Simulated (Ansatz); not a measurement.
Below is the output of a Python script on Ansatz 0.2.0 through its Python package that makes a convergence test of the k-point mesh of Cu3S2, space group P-4m2. Write a script that gives it. Level of theory (first run): PBEsol, PAW, cutoff 60 eV, 3×3×2 k-points, cold smearing of 0.05 eV. The script varies spacing (1/A): 0.9, 0.7, 0.55, 0.45, 0.35.

```cif
data_structure
_symmetry_space_group_name_H-M 'P 1'
_symmetry_Int_Tables_number 1
_cell_length_a 3.4725
_cell_length_b 3.4725
_cell_length_c 5.9339
_cell_angle_alpha 90.000
_cell_angle_beta 90.000
_cell_angle_gamma 90.000
_cell_volume 71.55
loop_
_atom_site_label
_atom_site_type_symbol
_atom_site_fract_x
_atom_site_fract_y
_atom_site_fract_z
_atom_site_occupancy
Cu1 Cu 0.50000 0.50000 0.00000 1
Cu2 Cu 0.50000 0.00000 0.32997 1
Cu3 Cu 0.00000 0.50000 0.67003 1
S1 S 0.50000 0.00000 0.73158 1
S2 S 0.00000 0.50000 0.26842 1
```

```console
$ python cu3s2_kconv.py
DeckWarning: basis.ecutwfc = 60 eV is below the records' recommended 420 eV, and the density's cutoff is lower with it unless basis.ecutrho_ratio is high enough to keep the records' density cutoff: compare with a run at a higher cutoff
DeckWarning: basis.ecutrho_ratio 4 (ecutrho = 240 eV, dense FFT grid 9×9×15): the grid does not resolve the core-correction charge of S (measure 5.17 e/Å^2.5), Cu (0.40); warned from 0.08. The energy [...]
 spacing (1/A)  F/atom (eV)  iterations      P (GPa)  k-points
          0.90  -3226.67494          12 -11033.54565         6
          0.70  -3226.67494          12 -11033.54565         6
          0.55  -3228.39924          10 -11052.73823        12
          0.45  -3226.64133          10 -11048.76762        12
          0.35  -3223.73941          11 -11030.44302        30
0.9: -2935.53 meV/atom
0.7: -2935.53 meV/atom
0.55: -4659.82 meV/atom
0.45: -2901.92 meV/atom
```
(Warnings from the package without file and line, shortened.)

The script that was run (others could print the same):

The script, `cu3s2_kconv.py`:
```python
'''k-point test for Cu3S2.'''

import ansatz as az
import pandas as pd

xtal = (
    az.Lattice.from_parameters(3.472508, 3.472508, 5.933883, alpha=90.0, beta=90.0, gamma=90.0)
    .atom('Cu', (0.5, 0.5, 0.0))
    .atom('Cu', (0.5, 0.0, 0.32997))
    .atom('Cu', (0.0, 0.5, 0.67003))
    .atom('S', (0.5, 0.0, 0.731581))
    .atom('S', (0.0, 0.5, 0.268419))
)

base = xtal.calculation()
base = base.functional('pbesol')
base = base.basis(60)
base = base.occupations(az.OccupationsMethod.COLD, width=0.05)
base = base.scf(max_iterations=95)
base = base.stress()

rows = []
for value in [0.9, 0.7, 0.55, 0.45, 0.35]:
    r = base.kpoints(spacing=value).run(threads=1, backend='cpu').report
    rows.append((value, r['free_energy_ev'] / len(r['lattice']['sites']), r['n_iterations'], sum(r['stress_gpa'][i][i] for i in range(3)) / 3, r['n_kpoints']))

table = pd.DataFrame(rows, columns=['spacing (1/A)', 'F/atom (eV)', 'iterations', 'P (GPa)', 'k-points'])
print(table.round(5).to_string(index=False))

# the last row is the reference
for row in rows[:-1]:
    shift = 1000 * (row[1] - rows[-1][1])
    print(f'{row[0]}: {shift:+.2f} meV/atom' + ('  (within 5 meV)' if abs(shift) < 5 else ''))
```

Notes:
- The input holds a mistake (the plane-wave cutoff is far below what the potentials need), so what it prints is no property of Cu3S2.
- No spin polarisation was allowed.
- Under the recommended cutoff a pressure can be off by several GPa, even in sign.
- Pressure is positive in compression.
- This cell is a computed structure, which may not be the phase found in nature.
- Shifts are counted from the finest mesh, which is itself no proven limit.
- Finished in 6.7 s on 1 thread of Intel(R) Xeon(R) Platinum 8259CL CPU @ 2.50GHz (Skylake/Cascade Lake) (shared host), peak memory 0.41 GiB.
